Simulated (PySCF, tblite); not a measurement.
# WOF4: geometry, vibrations, single-point energies, part 2 of 2

tblite 0.8.0 and PySCF 2.14.0. Atoms count from 0. The steps go on from the part before.

### Step 9. Relaxing the molecule at PBE-D3(BJ)/def2-SVP

This step treats WOF4+ (doublet).

Job settings and geometry (Å):

```
{"job": {"xc": "PBE", "basis": "def2-SVP", "d3": "d3bj", "grid": 1, "kind": "geom"}, "charge": 1, "multiplicity": 2}
W      0.002225     0.002214     0.082084
O      0.002252     0.009157     1.834674
F      1.743842    -0.003225    -0.490502
F      0.003877     1.734425    -0.515507
F     -1.740935     0.002374    -0.485843
F     -0.001129    -1.733856    -0.504261
```

Log:

```text
step   0  E = -540.71623455  max force = 0.072977
step   1  E = -540.72334987  max force = 0.027967
step   2  E = -540.72665723  max force = 0.013609
step   3  E = -540.73188180  max force = 0.031102
step   4  E = -540.73412886  max force = 0.033185
step   5  E = -540.73311363  max force = 0.038162
step   6  E = -540.73779178  max force = 0.021945
step   7  E = -540.73822584  max force = 0.020908
step   8  E = -540.73978046  max force = 0.004480
step   9  E = -540.74000060  max force = 0.002747
step  10  E = -540.74006562  max force = 0.001090
step  11  E = -540.74007629  max force = 0.000465
step  12  E = -540.74008138  max force = 0.000126
optimisation converged
```

Wall time 4.1 min (1 thread of Intel Xeon Platinum 8259CL at 2.50GHz, shared host); peak memory 0.42 GiB.

Along the way: (the energy doesn't fall at every step)

```
step  energy from step 0 (eV)  largest force component (eV/Å)
   0                   0.0000                          3.7526
   1                  -0.1936                          1.4381
   2                  -0.2836                          0.6998
   3                  -0.4258                          1.5993
   4                  -0.4869                          1.7064
   5                  -0.4593                          1.9624
   6                  -0.5866                          1.1285
   7                  -0.5984                          1.0751
   8                  -0.6407                          0.2304
   9                  -0.6467                          0.1413
  10                  -0.6485                          0.0561
  11                  -0.6488                          0.0239
  12                  -0.6489                          0.0065
```

Distances of close pairs at the start and the end, largest changes first:

```
 bond  before (Å)  after (Å)  change (Å)
W0–O1       1.753      1.834      +0.081
W0–F5       1.832      1.818      -0.015
W0–F3       1.832      1.818      -0.015
W0–F2       1.833      1.843      +0.010
W0–F4       1.833      1.843      +0.010
```

The end geometry stands in the next job.

```
                         at the end point                value
  point group (found at 0.08 Å tolerance)                  C2v
rotational constants (GHz, main isotopes)  2.766, 2.394, 2.272
                                     ⟨S²⟩                0.758
```

### Step 10. Single point (WOF₄): PBE0-D3(BJ)/ma-def2-SVP

Geometry: PBE-D3(BJ)/def2-SVP, that of another charge or spin state.

Job settings and geometry (Å):

```
{"job": {"kind": "sp", "xc": "PBE0", "basis": "ma-def2-SVP", "d3": "d3bj", "grid": 2}, "charge": 0, "multiplicity": 1}
W      0.001640     0.002401    -0.133745
O     -0.006773     0.001766     1.699902
F      1.816838    -0.000681     0.187158
F      0.008530     1.601672    -0.997316
F     -1.816773    -0.001620     0.165740
F      0.008401    -1.594306    -1.002059
```

Log:

```text
coarse grid: 35320 points
cycle   1  E = -540.4378487087  dE = -1.199e+01  |g| = 1.726e+00  |ddm| = 7.789e+00
cycle   2  E = -531.0588315368  dE =  9.379e+00  |g| = 5.670e+00  |ddm| = 5.949e+00
cycle   3  E = -540.7319881262  dE = -9.673e+00  |g| = 1.254e+00  |ddm| = 5.379e+00
cycle   4  E = -540.9922789006  dE = -2.603e-01  |g| = 5.737e-01  |ddm| = 1.243e+00
cycle   5  E = -541.0458871339  dE = -5.361e-02  |g| = 2.043e-01  |ddm| = 5.325e-01
cycle   6  E = -541.0505048084  dE = -4.618e-03  |g| = 1.377e-01  |ddm| = 2.345e-01
cycle   7  E = -541.0537198528  dE = -3.215e-03  |g| = 5.149e-02  |ddm| = 7.595e-02
cycle   8  E = -541.0542375101  dE = -5.177e-04  |g| = 1.231e-02  |ddm| = 3.041e-02
cycle   9  E = -541.0542673013  dE = -2.979e-05  |g| = 1.244e-03  |ddm| = 8.383e-03
cycle  10  E = -541.0542675035  dE = -2.023e-07  |g| = 6.612e-04  |ddm| = 1.329e-03
final grid: 73216 points
cycle  11  E = -541.0540809168  dE =  1.099e-07  |g| = 1.366e-03  |ddm| = 1.710e-03
cycle  12  E = -541.0540796578  dE =  1.259e-06  |g| = 2.984e-03  |ddm| = 2.882e-03
cycle  13  E = -541.0540811858  dE = -1.528e-06  |g| = 5.418e-04  |ddm| = 2.100e-03
cycle  14  E = -541.0540812458  dE = -5.999e-08  |g| = 3.080e-05  |ddm| = 3.960e-04
cycle  15  E = -541.0540812459  dE = -8.822e-11  |g| = 2.001e-05  |ddm| = 3.162e-05
converged SCF energy = -541.0540812459
```

Run time: 7.4 s. Hardware: 1 thread of Intel Xeon Platinum 8259CL at 2.50GHz, shared host; peak memory 0.55 GiB.

### Step 11. Single point (WOF4+ (doublet)): PBE0-D3(BJ)/ma-def2-SVP

Geometry: PBE-D3(BJ)/def2-SVP.

Job settings and geometry (Å):

```
{"job": {"kind": "sp", "xc": "PBE0", "basis": "ma-def2-SVP", "d3": "d3bj", "grid": 2}, "charge": 1, "multiplicity": 2}
W      0.001640     0.002401    -0.133745
O     -0.006773     0.001766     1.699902
F      1.816838    -0.000681     0.187158
F      0.008530     1.601672    -0.997316
F     -1.816773    -0.001620     0.165740
F      0.008401    -1.594306    -1.002059
```

Log:

```text
final grid: 73216 points
cycle   1  E = -540.6386860258  dE = -5.170e-10  |g| = 7.828e-05  |ddm| = 1.079e-04
converged SCF energy = -540.6386860258
```

Run time: 1.7 min. Hardware: 1 thread of Intel Xeon Platinum 8259CL at 2.50GHz, shared host; peak memory 0.56 GiB.

### Step 12. Single point (WOF4): M06/def2-SVP

Geometry: PBE-D3(BJ)/def2-SVP.

Job settings and geometry (Å):

```
{"job": {"kind": "sp", "xc": "M06", "basis": "def2-SVP", "grid": 3}, "charge": 0, "multiplicity": 1}
W      0.000772     0.001260     0.033358
O      0.003293     0.000993     1.728525
F      1.808377     0.001541    -0.452144
F     -0.000370     1.809415    -0.449724
F     -1.808460     0.000898    -0.446205
F      0.000275    -1.806998    -0.450015
```

Log:

```text
coarse grid: 35320 points
cycle   1  E = -540.7478904755  dE = -1.199e+01  |g| = 1.845e+00  |ddm| = 7.260e+00
cycle   2  E = -534.4442787764  dE =  6.304e+00  |g| = 5.467e+00  |ddm| = 5.190e+00
cycle   3  E = -541.1857533435  dE = -6.741e+00  |g| = 1.023e+00  |ddm| = 4.478e+00
cycle   4  E = -541.3477022556  dE = -1.619e-01  |g| = 4.871e-01  |ddm| = 9.988e-01
cycle   5  E = -541.3905518823  dE = -4.285e-02  |g| = 9.647e-02  |ddm| = 3.773e-01
cycle   6  E = -541.3924288577  dE = -1.877e-03  |g| = 3.448e-02  |ddm| = 1.040e-01
cycle   7  E = -541.3926664708  dE = -2.376e-04  |g| = 5.815e-03  |ddm| = 2.134e-02
cycle   8  E = -541.3926728110  dE = -6.340e-06  |g| = 6.557e-04  |ddm| = 3.744e-03
final grid: 95440 points
cycle   9  E = -541.3922215960  dE = -6.317e-06  |g| = 3.032e-03  |ddm| = 2.059e-02
cycle  10  E = -541.3922066114  dE =  1.498e-05  |g| = 9.288e-03  |ddm| = 7.996e-03
cycle  11  E = -541.3922232588  dE = -1.665e-05  |g| = 6.650e-04  |ddm| = 6.268e-03
cycle  12  E = -541.3922233403  dE = -8.148e-08  |g| = 2.226e-04  |ddm| = 6.248e-04
cycle  13  E = -541.3922233484  dE = -8.147e-09  |g| = 3.043e-05  |ddm| = 1.495e-04
converged SCF energy = -541.3922233484
```

Run time: 8.4 s. Hardware: 1 thread of Intel Xeon Platinum 8259CL at 2.50GHz, shared host; peak memory 0.53 GiB.

### Step 13. Single point (WOF₄+ (doublet)): M06/def2-SVP

Geometry: PBE-D3(BJ)/def2-SVP, that of another charge or spin state.

Settings changed since step 12:

```diff
@@ -1,2 +1,2 @@
-{"job": {"kind": "sp", "xc": "M06", "basis": "def2-SVP", "grid": 3}, "charge": 0, "multiplicity": 1}
+{"job": {"kind": "sp", "xc": "M06", "basis": "def2-SVP", "grid": 3}, "charge": 1, "multiplicity": 2}
 W      0.000772     0.001260     0.033358
```

Log:

```text
final grid: 95440 points
cycle   1  E = -540.8704813462  dE = -6.185e-06  |g| = 2.289e-03  |ddm| = 1.474e-02
cycle   2  E = -540.8704680745  dE =  1.327e-05  |g| = 6.276e-03  |ddm| = 5.995e-03
cycle   3  E = -540.8704835340  dE = -1.546e-05  |g| = 2.596e-04  |ddm| = 4.354e-03
cycle   4  E = -540.8704835550  dE = -2.101e-08  |g| = 2.172e-04  |ddm| = 3.610e-04
cycle   5  E = -540.8704835824  dE = -2.740e-08  |g| = 7.189e-05  |ddm| = 2.437e-04
cycle   6  E = -540.8704835953  dE = -1.289e-08  |g| = 4.443e-05  |ddm| = 2.796e-04
cycle   7  E = -540.8704835989  dE = -3.643e-09  |g| = 3.312e-05  |ddm| = 1.214e-04
converged SCF energy = -540.8704835989
```

Run time: 3 min. Hardware: 1 thread of Intel Xeon Platinum 8259CL at 2.50GHz, shared host; peak memory 0.55 GiB.

### Step 14. Single point (WOF4): M06/def2-SVP

Geometry: PBE-D3(BJ)/def2-SVP, that of another charge or spin state.

Job settings and geometry (Å):

```
{"job": {"kind": "sp", "xc": "M06", "basis": "def2-SVP", "grid": 3}, "charge": 0, "multiplicity": 1}
W      0.001640     0.002401    -0.133745
O     -0.006773     0.001766     1.699902
F      1.816838    -0.000681     0.187158
F      0.008530     1.601672    -0.997316
F     -1.816773    -0.001620     0.165740
F      0.008401    -1.594306    -1.002059
```

Log:

```text
coarse grid: 35320 points
cycle   1  E = -540.5569106543  dE = -1.178e+01  |g| = 1.939e+00  |ddm| = 7.267e+00
cycle   2  E = -530.2901520121  dE =  1.027e+01  |g| = 5.853e+00  |ddm| = 6.017e+00
cycle   3  E = -540.9236887218  dE = -1.063e+01  |g| = 1.384e+00  |ddm| = 5.513e+00
cycle   4  E = -541.2523026536  dE = -3.286e-01  |g| = 6.284e-01  |ddm| = 1.386e+00
cycle   5  E = -541.3128071807  dE = -6.050e-02  |g| = 2.595e-01  |ddm| = 5.746e-01
cycle   6  E = -541.3212551299  dE = -8.448e-03  |g| = 1.595e-01  |ddm| = 2.839e-01
cycle   7  E = -541.3256387102  dE = -4.384e-03  |g| = 5.584e-02  |ddm| = 8.812e-02
cycle   8  E = -541.3262509756  dE = -6.123e-04  |g| = 1.363e-02  |ddm| = 3.224e-02
cycle   9  E = -541.3262871211  dE = -3.615e-05  |g| = 1.840e-03  |ddm| = 8.455e-03
cycle  10  E = -541.3262876858  dE = -5.647e-07  |g| = 7.094e-04  |ddm| = 1.435e-03
final grid: 95440 points
cycle  11  E = -541.3261579870  dE = -3.006e-06  |g| = 4.032e-03  |ddm| = 1.999e-02
cycle  12  E = -541.3261120424  dE =  4.594e-05  |g| = 1.555e-02  |ddm| = 1.362e-02
cycle  13  E = -541.3261607576  dE = -4.872e-05  |g| = 1.539e-03  |ddm| = 1.126e-02
cycle  14  E = -541.3261611890  dE = -4.313e-07  |g| = 9.051e-05  |ddm| = 1.019e-03
cycle  15  E = -541.3261611905  dE = -1.565e-09  |g| = 3.023e-05  |ddm| = 9.104e-05
converged SCF energy = -541.3261611905
```

It took 10 s on 1 thread of Intel Xeon Platinum 8259CL at 2.50GHz, shared host; peak memory 0.53 GiB.

### Step 15. Single point (WOF₄+ (doublet)): M06/def2-SVP

Geometry: PBE-D3(BJ)/def2-SVP.

Settings changed since step 14:

```diff
@@ -1,2 +1,2 @@
-{"job": {"kind": "sp", "xc": "M06", "basis": "def2-SVP", "grid": 3}, "charge": 0, "multiplicity": 1}
+{"job": {"kind": "sp", "xc": "M06", "basis": "def2-SVP", "grid": 3}, "charge": 1, "multiplicity": 2}
 W      0.001640     0.002401    -0.133745
```

Log:

```text
final grid: 95440 points
cycle   1  E = -540.9057816645  dE =  6.560e-09  |g| = 1.517e-04  |ddm| = 1.390e-04
cycle   2  E = -540.9057816298  dE =  3.473e-08  |g| = 3.462e-04  |ddm| = 3.168e-04
cycle   3  E = -540.9057816727  dE = -4.291e-08  |g| = 1.224e-05  |ddm| = 2.217e-04
cycle   4  E = -540.9057816728  dE = -6.003e-11  |g| = 1.065e-06  |ddm| = 9.040e-06
converged SCF energy = -540.9057816728
```

Wall time 2 min (1 thread of Intel Xeon Platinum 8259CL at 2.50GHz, shared host); peak memory 0.55 GiB.

### Step 16. Summary of results

This closing draws on all 2 parts.

| quantity | value |
| --- | --- |
| strongest single infrared mode (GFN2-xTB) | 429 cm⁻¹, 101 km/mol |
| zero-point energy (GFN2-xTB) | 5.9 kcal/mol |
| point group | C4v |
| rotational constants (main isotopes) | 2.69, 2.69, 2.03 GHz |

No mode is imaginary among the 12: a minimum at this level. GFN2-xTB is a fitted tight-binding method: band positions and strengths are rough. Its intensities can rank the bands wrongly. Relaxing lowered the energy by 0.190 eV in 5 steps; the close pair that moved most is W0–O1, from 1.672 to 1.695 Å (PBE/def2-SVP). No frequency check was run at this level, so the end point may be a saddle. Steps that list no spin-orbit terms leave them out, which matters at and beside the heavy atoms.
